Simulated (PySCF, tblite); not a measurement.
# C5H7BF radical: geometry, infrared bands and EPR parameters

What infrared bands and EPR parameters should C5H7BF radical (`CCBC1=C(F)[CH]1`) show?

The runs use tblite 0.8.0 and PySCF 2.14.0, with density-fitted response routines of our own; the level of theory stands in each step. All values are computed, except where a source is named. Atoms are numbered from 0 throughout.

## 1. The starting structure

14 atoms, charge 0, multiplicity 2; geometry from: force field or distance geometry start.

Bonds of the start (Å): C0–C1 1.51, C1–B2 1.54, B2–C3 1.57, C3–C4 1.34, C4–F5 1.36, C4–C6 1.48, C6–C3 1.50, C0–H7 1.12, C0–H8 1.10, C0–H9 1.10, C1–H10 1.12, C1–H11 1.13, B2–H12 1.19, C6–H13 1.10.

## 2. Optimising the geometry with GFN2-xTB

What the job is given:

```
{"job": {"kind": "relax", "xc": "GFN2-xTB", "basis": "xTB"}, "charge": 0, "multiplicity": 2}
C      1.969500     0.431300     0.676600
C      1.107600    -0.768400     0.370300
B     -0.090300    -0.506900    -0.565400
C     -1.462100     0.124600    -0.126200
C     -2.214100     1.062300     0.461000
F     -2.173100     2.264900     1.087400
C     -2.943700    -0.093700    -0.104200
H      2.595100     0.162900     1.568900
H      1.401600     1.337900     0.916500
H      2.661800     0.683000    -0.140300
H      0.725300    -1.289200     1.287100
H      1.808300    -1.530100    -0.084500
H     -0.059700    -0.999700    -1.652500
H     -3.326800    -0.879500     0.563200
```

Run with:

```sh
$ OMP_NUM_THREADS=1 python probes_run.py task.json out
```

The driver reads the jobs from task.json and runs them one after another.

**Question.** This job is followed by: GFN2-xTB harmonic vibrations, gas phase; UKS B3LYP, pcH-1 on B C F H, non-relativistic, mean-field spin-orbit, GIAO. Predict these results of the whole session: strongest single infrared mode (GFN2-xTB); zero-point energy (GFN2-xTB); g(iso) (B3LYP); ⟨S²⟩; largest a(iso) (averaged by class); surface potential, 1st and 99th percentile.

The runs gave:

| quantity | value |
| --- | --- |
| strongest single infrared mode (GFN2-xTB) | 1072 cm⁻¹, 236 km/mol |
| zero-point energy (GFN2-xTB) | 64.9 kcal/mol |
| g(iso) (B3LYP) | 2.00248 |
| ⟨S²⟩ | 0.754 (exact 0.75) |
| largest a(iso) (averaged by class) | 1H on H10, H11, 33.3 MHz |
| surface potential, 1st and 99th percentile | -0.59 V and 1.72 V |

**Reading.** Over 154 steps the energy fell by 1.153 eV; of the close pairs, C4–C6 changed most, 1.479 to 1.329 Å. All 36 modes are real, so the xTB geometry is a minimum. The strongest single mode, at 1072 cm⁻¹, has its largest shares on C6, F5 and C4 (the list is cut at 3 atoms). GFN2-xTB is a fitted tight-binding method: band positions and strengths are rough. Its intensities can rank the bands wrongly. The largest spin populations lie on C3 (0.47 e), B2 (0.35 e). The isotropic g lies 0.2 ppt above the free-electron value.
